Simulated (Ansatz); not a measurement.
# AlFH4OSi2: small, medium and large basis sets

One table from this session's results is given with a row withheld; the runs are named, their logs left out.

Program: Ansatz 0.2.0, Gaussian basis. Level of theory: one geometry, several basis sets. These are calculated values, not measurements.

Levels to be run: PBE0-D4/def2-SVP; ωB97M-V/def2-SVP; PBE0-D4/def2-QZVPP; ωB97M-V/def2-QZVPP; the functionals' def2-TZVPP values are taken from earlier runs.

## The geometry

The geometry comes from an earlier relaxation with PBE0-D4 in a triple-zeta def2 set; it is a stationary point, not always the lowest conformer.

SMILES `O[Si]1(F)[AlH][SiH2]1`, 9 atoms, charge 0, spin multiplicity 1.

Atoms are counted from 1 here; the program's logs count them from 0.

Bond lengths: O1–Si2 1.641 Å, O1–H6 0.960 Å, Si2–F3 1.610 Å, Si2–Al4 2.424 Å, Si2–Si5 2.308 Å, Al4–Si5 2.356 Å, Al4–H7 1.588 Å, Si5–H8 1.503 Å, Si5–H9 1.589 Å. Angles: Si2–O1–H6 117.0°, O1–Si2–F3 104.9°, O1–Si2–Al4 117.9°, O1–Si2–Si5 118.2°, F3–Si2–Al4 129.0°, F3–Si2–Si5 122.0°, Al4–Si2–Si5 59.7°, Si2–Al4–Si5 57.7°, Si2–Al4–H7 155.7°, Si5–Al4–H7 144.1°, Si2–Si5–Al4 62.6°, Si2–Si5–H8 146.4°, Si2–Si5–H9 80.6°, Al4–Si5–H8 147.2°, Al4–Si5–H9 55.6°, H8–Si5–H9 104.8°.

Set-up of the first run:

in.yaml reads:

```yaml
crystal:
  periodic: [false, false, false]
  atoms:
    - {symbol: O, position_ang: [-0.911874, 0.792509, 1.954028]}
    - {symbol: Si, position_ang: [0.090626, 0.643934, 0.662835]}
    - {symbol: F, position_ang: [0.961812, 1.997296, 0.656406]}
    - {symbol: Al, position_ang: [0.736458, -1.590662, -0.019832]}
    - {symbol: Si, position_ang: [-0.758930, -0.273726, -1.277274]}
    - {symbol: H, position_ang: [-1.092181, 1.682363, 2.264575]}
    - {symbol: H, position_ang: [1.661734, -2.880552, -0.060475]}
    - {symbol: H, position_ang: [-1.393308, -0.008825, -2.613399]}
    - {symbol: H, position_ang: [0.794065, -0.408637, -1.583863]}
basis:
  gaussian: {orbitals: def2-SVP}
hamiltonian: {xc: pbe0, dispersion: d4}
output: {orbitals: {seedname: orbitals}}
```

Among the steps run: PBE0-D4 in def2-SVP; ωB97M-V in def2-SVP; PBE0-D4 in def2-QZVPP; ωB97M-V in def2-QZVPP.

One table of the session follows, with a row left open; its other results are not shown here.

It belongs to the step «Functionals by basis». 

| functional | basis | HOMO (eV) | LUMO (eV) |
| --- | --- | --- | --- |
| PBE0-D4 | def2-SVP | ? | ? |
| PBE0-D4 | def2-TZVPP | -6.52 | -1.55 |
| PBE0-D4 | def2-QZVPP | -6.54 | -1.57 |
| ωB97M-V | def2-SVP | -8.29 | 0.27 |
| ωB97M-V | def2-TZVPP | -8.36 | 0.14 |
| ωB97M-V | def2-QZVPP | -8.39 | 0.03 |

Q: Estimate the row for PBE0-D4, def2-SVP from the others.

**Answer.** HOMO (eV): -6.49; LUMO (eV): -1.49. In the column «HOMO (eV)» it is the highest.
